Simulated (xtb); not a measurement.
# singlet C3H6NSi+ at 3 levels

Wanted: a comparison of 3 runs (GFN2-xTB, GFN0-xTB, GFN1-xTB) of singlet C3H6NSi+. 

The results are computed with xtb 6.7.1.

10 further runs of the same task are left out: 10 set aside as unsound or not needed.

### Step 1. Starting point

C3H6NSi+: 11 atoms, total charge +1, spin state singlet. As SMILES of the parent species, `C1=NC[SiH]C1`. The coordinates come from a GFN2-xTB relaxation. This is one conformer, not always the lowest. That shape belongs to the parent species and isn't relaxed for this state.

Bond lengths: C1–N2 1.256 Å, N2–C3 1.441 Å, C3–Si4 1.926 Å, C1–C5 1.502 Å, Si4–C5 1.915 Å, C1–H6 1.084 Å, C3–H7 1.092 Å, C3–H8 1.092 Å, Si4–H9 1.468 Å, C5–H10 1.091 Å, C5–H11 1.091 Å. Some angles: C1–N2–C3 116.9°, N2–C1–C5 123.5°, N2–C3–Si4 106.5°, C3–Si4–C5 90.9°, C1–C5–Si4 101.6°, N2–C1–H6 117.5°, C5–C1–H6 118.9°, N2–C3–H7 107.3°, N2–C3–H8 107.8°, Si4–C3–H7 115.4°.

### Step 2. Energy and forces at GFN2-xTB (run 1)

The input, mol.coord:

```
$coord
      1.683216853727      1.071758171582     -1.224561426019  c
      2.579684029988     -0.595811749833      0.205602202359  n
      0.796557356052     -2.178740838126      1.521758653639  c
     -2.507761053685     -0.843989481780      0.783782807450  si
     -1.099423762046      1.485154658605     -1.600465746729  c
      3.007820380783      2.265101322021     -2.232975977903  h
      1.126238975754     -4.120094280477      0.902344224509  h
      1.264812592473     -2.119781383038      3.531312311827  h
     -3.714351184258      0.450718577984      2.918889869358  h
     -1.576485122208      1.125426393521     -3.574416964730  h
     -1.560290169320      3.460258609541     -1.231232159239  h
$end
```

The run is started by

```console
$ xtb mol.coord --gfn 2 --grad -c 1 > xtb.out 2> xtb.err
```

What it wrote:

```text
* xtb version 6.7.1
[...]
          :  # basis functions                  32          :
[...]
          :  # electrons                        26          :
[...]
          :  Hamiltonian                  GFN2-xTB          :
[...]
          :  net charge                          1          :
          :  unpaired electrons                  0          :
[...]
   *** convergence criteria satisfied after 15 iterations ***
[...]
         ::                     SUMMARY                     ::
         :::::::::::::::::::::::::::::::::::::::::::::::::::::
         :: total energy             -13.628859722918 Eh    ::
         :: gradient norm              0.052253456407 Eh/a0 ::
         :: HOMO-LUMO gap              1.096734781090 eV    ::
         ::.................................................::
         :: SCC energy               -13.817602387012 Eh    ::
         :: -> isotropic ES            0.117009635562 Eh    ::
         :: -> anisotropic ES         -0.010791102185 Eh    ::
         :: -> anisotropic XC          0.006907104240 Eh    ::
         :: -> dispersion             -0.006132227289 Eh    ::
         :: repulsion energy           0.188742664094 Eh    ::
         :: add. restraining           0.000000000000 Eh    ::
         :: total charge               1.000000000000 e     ::
         :::::::::::::::::::::::::::::::::::::::::::::::::::::
[...]
        13        2.0000           -0.5628652             -15.3163 (HOMO)
        14                         -0.5225610             -14.2196 (LUMO)
[...]
          | TOTAL ENERGY              -13.628859722918 Eh   |
          | GRADIENT NORM               0.052253456407 Eh/α |
          | HOMO-LUMO GAP               1.096734781090 eV   |
           -------------------------------------------------
[...]
```

Standard error:

```text
normal termination of xtb
```

Wall time 0.034 s (1 thread of Intel Xeon 6975P-C (Granite Rapids), shared host).

### Step 3. Energy and gradient at GFN0-xTB (run 2)

The input, struc.xyz:

```xyz
11
C3H6NSi
C      0.89072000     0.56715000    -0.64801000
N      1.36511000    -0.31529000     0.10880000
C      0.42152000    -1.15294000     0.80528000
Si    -1.32705000    -0.44662000     0.41476000
C     -0.58179000     0.78591000    -0.84693000
H      1.59167000     1.19864000    -1.18164000
H      0.59598000    -2.18026000     0.47750000
H      0.66931000    -1.12174000     1.86869000
H     -1.96555000     0.23851000     1.54461000
H     -0.83424000     0.59555000    -1.89150000
H     -0.82567000     1.83109000    -0.65154000
```

The run is started by

```console
$ xtb struc.xyz --chrg 1 -u 0 --gfn0 --grad | tee out.txt
```

What it wrote:

```text
* xtb version 6.7.1
[...]
          :  # basis functions                  38          :
[...]
          :  # electrons                        26          :
[...]
 Zeroth order Hamiltonian       ...        0 min,  0.000 sec ( 10.174%)
[...]
         ::                     SUMMARY                     ::
         :::::::::::::::::::::::::::::::::::::::::::::::::::::
         :: total energy             -12.650570033883 Eh    ::
         :: gradient norm              0.043322687848 Eh/a0 ::
         :: HOMO-LUMO gap              2.339185412849 eV    ::
         ::.................................................::
         :: H0 energy                -14.102413038146 Eh    ::
         :: repulsion energy           0.197350577686 Eh    ::
         :: electrostat energy         1.280341126141 Eh    ::
         :: -> Gsolv                   0.000000000000 Eh    ::
         ::    -> Gsasa                0.000000000000 Eh    ::
         ::    -> Gshift               0.000000000000 Eh    ::
         :: dispersion energy         -0.002688672857 Eh    ::
         :: short-range corr.         -0.023160026707 Eh    ::
         :: add. restraining           0.000000000000 Eh    ::
         :: total charge               1.000000000000 e     ::
         :::::::::::::::::::::::::::::::::::::::::::::::::::::
[...]
        13        2.0000           -0.4131773             -11.2431 (HOMO)
        14                         -0.3272138              -8.9039 (LUMO)
[...]
          | TOTAL ENERGY              -12.650570033883 Eh   |
          | GRADIENT NORM               0.043322687848 Eh/α |
          | HOMO-LUMO GAP               2.339185412849 eV   |
           -------------------------------------------------
[...]
```

Standard error:

```text
normal termination of xtb
```

Run time: 0.026 s. Hardware: 1 thread of Intel Xeon 6975P-C (Granite Rapids), shared host.

### Step 4. Energy and gradient at GFN1-xTB (run 3)

The input, detailed.inp:

```
$chrg 1
$spin 0
$end
```

The input, coord:

```
$coord angs
     0.8907200     0.5671500    -0.6480100  C
     1.3651100    -0.3152900     0.1088000  N
     0.4215200    -1.1529400     0.8052800  C
    -1.3270500    -0.4466200     0.4147600  Si
    -0.5817900     0.7859100    -0.8469300  C
     1.5916700     1.1986400    -1.1816400  H
     0.5959800    -2.1802600     0.4775000  H
     0.6693100    -1.1217400     1.8686900  H
    -1.9655500     0.2385100     1.5446100  H
    -0.8342400     0.5955500    -1.8915000  H
    -0.8256700     1.8310900    -0.6515400  H
$end
```

The run is started by

```console
$ xtb coord --gfn 1 --grad -I detailed.inp -P 1 | tee run.log
```

What it wrote:

```text
* xtb version 6.7.1
[...]
          :  # basis functions                  38          :
[...]
          :  # electrons                        26          :
[...]
          :  Hamiltonian                  GFN1-xTB          :
[...]
          :  net charge                          1          :
          :  unpaired electrons                  0          :
[...]
   *** convergence criteria satisfied after 13 iterations ***
[...]
         ::                     SUMMARY                     ::
         :::::::::::::::::::::::::::::::::::::::::::::::::::::
         :: total energy             -14.059551114434 Eh    ::
         :: gradient norm              0.051769199933 Eh/a0 ::
         :: HOMO-LUMO gap              1.540523233751 eV    ::
         ::.................................................::
         :: SCC energy               -14.237759850251 Eh    ::
         :: -> electrostatic           0.108793705716 Eh    ::
         :: repulsion energy           0.182345347363 Eh    ::
         :: dispersion energy         -0.004136611546 Eh    ::
         :: halogen bond corr.         0.000000000000 Eh    ::
         :: add. restraining           0.000000000000 Eh    ::
         :: total charge               1.000000000000 e     ::
         :::::::::::::::::::::::::::::::::::::::::::::::::::::
[...]
        13        2.0000           -0.5988201             -16.2947 (HOMO)
        14                         -0.5422069             -14.7542 (LUMO)
[...]
          | TOTAL ENERGY              -14.059551114434 Eh   |
          | GRADIENT NORM               0.051769199933 Eh/α |
          | HOMO-LUMO GAP               1.540523233751 eV   |
           -------------------------------------------------
[...]
```

Standard error:

```text
normal termination of xtb
```

Wall time 0.03 s (1 thread of Intel Xeon 6975P-C (Granite Rapids), shared host).

### Step 5. All runs side by side

```csv
run,level,energy (Eh),HOMO energy (eV),LUMO energy (eV),HOMO–LUMO gap (eV),wall time
1,GFN2-xTB,-13.628860,-15.32,-14.22,1.10,0.034 s
2,GFN0-xTB,-12.650570,-11.24,-8.90,2.34,0.026 s
3,GFN1-xTB,-14.059551,-16.29,-14.75,1.54,0.03 s
```

### Step 6. Results

| quantity | value |
| --- | --- |
| run 3: total energy | -14.05955 Eh |
| run 3: HOMO energy | -16.29 eV |
| run 3: LUMO energy | -14.75 eV |
| run 3: HOMO–LUMO gap | 1.54 eV |
| run 3: dispersion energy | -10.86 kJ/mol |
| run 3: largest force on an atom | 1.787 eV/Å |

What this shows: The HOMO–LUMO gap runs from 1.10 eV (GFN2-xTB) to 2.34 eV (GFN0-xTB). Force-field and semi-empirical energies have zeros of their own, so their totals don't compare. All runs together took 0.09 s, the longest 0.034 s.
